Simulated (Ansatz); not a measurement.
# BClFH3S: the cost of one run

Program: Ansatz 0.2.0. Level of theory: RKS PBE/6-31G*. These are calculated values, not measurements.

## Step 1: The system as given

Bond lengths: B1–F3 1.320 Å, B1–Cl4 1.860 Å, B1–S5 2.190 Å, S5–H6 1.400 Å, S5–H7 1.549 Å. Angles: F3–B1–Cl4 120.0°, F3–B1–S5 105.6°, Cl4–B1–S5 92.7°, B1–S5–H6 109.5°, B1–S5–H7 57.4°, H6–S5–H7 157.9°.

Structure file:

```xyz
7

B     0.0000    0.0000    0.0000
H     0.0000    0.0000    1.5400
F     1.1431    0.0000   -0.6600
Cl   -1.6108    0.0000   -0.9300
S    -0.2805   -2.0593    0.6906
H    -0.8397   -2.8254   -0.3392
H    -0.1181   -0.8671    1.6662
```

## Step 2: A restrained relaxation towards end A

Springs on the bonds that form and break draw the guess towards this end; the thresholds are loose.

input.yaml

```yaml
crystal:
  periodic: [false, false, false]
  atoms:
    - { symbol: B, position_ang: [0.0, 0.0, 0.0] }
    - { symbol: H, position_ang: [0.0, 0.0, 1.54] }
    - { symbol: F, position_ang: [1.1431, 0.0, -0.66] }
    - { symbol: Cl, position_ang: [-1.6108, 0.0, -0.93] }
    - { symbol: S, position_ang: [-0.2805, -2.0593, 0.6906] }
    - { symbol: H, position_ang: [-0.8397, -2.8254, -0.3392] }
    - { symbol: H, position_ang: [-0.1181, -0.8671, 1.6662] }
basis:
  gaussian: { orbitals: "6-31G*" }
hamiltonian:
  xc: pbe
relax:
  f_tol: 0.15
  max_steps: 25
  restrain:
    - { distance: [0, 4], at: 3.09, k: 30.0 }
    - { distance: [6, 1], at: 1.86, k: 30.0 }
    - { distance: [0, 1], at: 1.19, k: 30.0 }
    - { distance: [6, 4], at: 1.4, k: 30.0 }
```

On the command line:

```
$ ansatz run input.yaml --threads 1 --pin off --max-ram 2048MiB --backend cpu --events-out ev --progress --plain --runs-dir out
```

Q: Estimate wall time and peak memory on 1 thread of Arm Neoverse V2, shared host.

About 35 s, with a peak of 0.15 GiB.
